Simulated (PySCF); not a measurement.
**SnH2O2 (SMILES [OH][Sn][OH]): levels of theory compared**

Wanted: a comparison of 3 runs (HF/STO-3G, HF/3-21G, B3LYP/def2-TZVP) of SnH2O2. Input form: a Python script.

The calculation is run with PySCF 2.14.0.

### 1 Starting point

The species is SnH2O2 (5 atoms), meant as a singlet with charge 0. As SMILES, `[OH][Sn][OH]`. The coordinates come from a PBE0-D4/def2-TZVP relaxation. This is one conformer, not always the lowest.

Bond lengths: O1–Sn2 1.987 Å, Sn2–O3 1.966 Å, O1–H4 0.960 Å, O3–H5 0.964 Å. Angles: O1–Sn2–O3 91.9°, Sn2–O1–H4 116.9°, Sn2–O3–H5 111.9°.

### 2 Energy and gradient at HF/STO-3G (run 1)

Input file job.py:

```python
from pyscf import gto

mol = gto.Mole()
mol.atom = '''
O       -0.984300       0.177800      -0.613800
Sn      -0.153700      -0.943900       0.800900
O        1.561800       0.002900       0.636100
H       -1.901200      -0.005600      -0.831400
H        1.527200       0.695100      -0.033300
'''
mol.basis = 'sto-3g'
mol.charge = 0
mol.verbose = 4
mol.max_memory = 1860
mol.build()

mf = mol.RHF()
mf.conv_tol = 1e-10
mf.kernel()
if not mf.converged:
    mf = mf.newton().run(mf.mo_coeff, mf.mo_occ)

e_final = mf.e_tot
print('Final energy', e_final)
grad = mf.nuc_grad_method().kernel()
dip = mf.dip_moment()
pop, q = mf.mulliken_pop()
```

Launch:

```console
$ OMP_NUM_THREADS=1 python job.py
```

Log:

```text
PySCF version 2.14.0

[... 59 lines left out ...]
converged SCF energy = -6112.12827227122
Final energy -6112.128272271225
[... 11 lines left out ...]
Dipole moment(X, Y, Z, Debye): -1.64153, -0.62003, -0.11325
[... 45 lines left out ...]
charge of    4H =      0.13797
```

Wall time 4.2 s (1 thread of Intel Xeon at 2.70GHz, shared host); peak memory 0.12 GiB.

### 3 Energy and forces at HF/3-21G (run 2)

Input file calc.py:

```python
import pyscf.grad
from pyscf import gto

system = gto.M(
    atom=[
    ('O', (-0.984300, 0.177800, -0.613800)),
    ('Sn', (-0.153700, -0.943900, 0.800900)),
    ('O', (1.561800, 0.002900, 0.636100)),
    ('H', (-1.901200, -0.005600, -0.831400)),
    ('H', (1.527200, 0.695100, -0.033300)),
],
    max_memory=1860,
    basis='3-21g',
    verbose=4,
    spin=0,
)

mf = system.RHF()
mf.conv_tol = 1e-10
mf.kernel()
if not mf.converged:
    mf = mf.newton().run(mf.mo_coeff, mf.mo_occ)

energy = mf.e_tot
print('Final energy', energy)
grad = mf.Gradients().kernel()
mf.analyze()
```

Launch:

```console
$ OMP_NUM_THREADS=1 python calc.py
```

Log:

```text
PySCF version 2.14.0

[... 77 lines left out ...]
One-electron Energy =                -8998.081999418724081
[... 9 lines left out ...]
MO #5   energy= -145.371372963329  occ= 2
[... 7 lines left out ...]
MO #13  energy= -19.0759433451397  occ= 2
[... 7 lines left out ...]
MO #21  energy= -1.42579578169029  occ= 2
[... 7 lines left out ...]
MO #29  energy= -0.604690438689826 occ= 2
[... 7 lines left out ...]
MO #37  energy= 0.175651377967462  occ= 0
[... 7 lines left out ...]
MO #45  energy= 1.33075134011909   occ= 0
[... 7 lines left out ...]
MO #53  energy= 3.14066874540319   occ= 0
[... 61 lines left out ...]
Dipole moment(X, Y, Z, Debye): -2.48068, -0.98763, -0.12334
```

Run time: 4.5 s. Hardware: 1 thread of Intel Xeon at 2.70GHz, shared host; peak memory 0.13 GiB.

### 4 Energy and gradient at B3LYP/def2-TZVP (core potential) (run 3)

Input file run.py:

```python
import pyscf.grad
from pyscf import gto, dft

mol = gto.M(
    atom='''
O   -0.984300   0.177800  -0.613800
Sn  -0.153700  -0.943900   0.800900
O    1.561800   0.002900   0.636100
H   -1.901200  -0.005600  -0.831400
H    1.527200   0.695100  -0.033300
''',
    basis='def2-tzvp',
    verbose=4,
    ecp={'Sn': 'def2-svp'},
    max_memory=1860,
)

mf = dft.RKS(mol)
mf.xc = 'b3lyp'
mf.grids.level = 5
mf.conv_tol = 1e-10
mf.kernel()
if not mf.converged:
    mf = mf.newton().run(mf.mo_coeff, mf.mo_occ)

etot = mf.e_tot
print('E(%s) = %.9f' % ('B3LYP', etot))
grad = mf.Gradients().kernel()
dip = mf.dip_moment()
pop, q = mf.mulliken_pop()
```

Launch:

```console
$ OMP_NUM_THREADS=1 python run.py
```

Log:

```text
PySCF version 2.14.0

[... 75 lines left out ...]
converged SCF energy = -366.158623169113
[... 13 lines left out ...]
Dipole moment(X, Y, Z, Debye): -2.28733, -1.26266,  0.21926
[... 130 lines left out ...]
charge of    4H =      0.30550
```

Wall time 55 s (1 thread of Intel Xeon at 2.70GHz, shared host); peak memory 1.3 GiB.

### 5 All runs side by side

| run | level | core potential | integration grid | energy (Eh) | dipole moment (D) | HOMO energy (eV) | LUMO energy (eV) | wall time |
| --- | --- | --- | --- | --- | --- | --- | --- | --- |
| 1 | HF/STO-3G | – | – | -6112.128272 | 1.76 | -5.56 | 5.24 | 4.2 s |
| 2 | HF/3-21G | – | – | -6146.384213 | 2.67 | -9.28 | 1.04 | 4.5 s |
| 3 | B3LYP/def2-TZVP (core potential) | def2-svp | 5 | -366.158623 | 2.62 | -7.32 | -2.18 | 55 s |

### 6 Results

| quantity | value |
| --- | --- |
| run 3: total energy | -366.15862 Eh |
| run 3: dipole moment | 2.62 D |
| run 3: HOMO energy | -7.32 eV |
| run 3: LUMO energy | -2.18 eV |
| run 3: HOMO–LUMO gap | 5.14 eV |
| run 3: largest force on an atom | 0.489 eV/Å |

What this shows: The dipole moment (its size) runs from 1.76 D (HF/STO-3G) to 2.67 D (HF/3-21G). The HOMO–LUMO gap runs from 5.14 eV (B3LYP/def2-TZVP) to 10.80 eV (HF/STO-3G). The two ends differ in method and basis and core potential. Some runs of one species differ in core potentials or relativity; totals across that change don't compare. In run 1 the basis is minimal, so the values are rough. In runs 1, 2 relativity is left out where basis or elements ask for it. All runs together took 64 s, the longest 55 s.
